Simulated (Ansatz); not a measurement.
# Ca2AgPd2: equation of state with PBE

Crystal: Ca2AgPd2.

```
CELL_PARAMETERS angstrom
-2.24388 2.89327 4.21671
2.24388 -2.89327 4.21671
2.24388 2.89327 -4.21671
ATOMIC_POSITIONS crystal
Ag 0.00000 0.00000 0.00000
Pd 0.26881 0.50000 0.76881
Pd 0.73119 0.50000 0.23119
Ca 0.29779 0.79779 0.50000
Ca 0.70221 0.20221 0.50000
```

The cell comes from a database or a generator and needn't be the stable form of this composition.

```
Program             : Ansatz 0.2.0
Task                : equation of state
Functional          : PBE
Potentials or basis : Ansatz PAW
Cutoff              : 420 eV
Density cutoff      : 1680 eV
k mesh              : 8 × 8 × 8
Occupations         : fermi-dirac, width 0.05 eV
Spin                : no spin polarisation
```

| Quantity | Value |
| --- | --- |
| Equilibrium volume | 22.42 Å³/atom |
| Bulk modulus at fixed shape and positions | 64 GPa |
| Pressure derivative of the bulk modulus | 4.7 |

Energy against volume, from the lowest point:
| volume (Å³/atom) | energy (meV/atom) |
| --- | --- |
| 20.586 | 35.03 |
| 21.024 | 19.45 |
| 21.462 | 8.76 |
| 21.900 | 2.43 |
| 22.338 | 0.00 |
| 22.776 | 1.06 |
| 23.214 | 5.25 |

All runs of the series together: 64 s on 2 threads of AMD EPYC 7B13 (Zen 3), on a shared host.

Caveat: the cell was scaled at fixed shape and fractional positions, which overstates the stiffness of a crystal with free parameters, most of all of layers and chains.
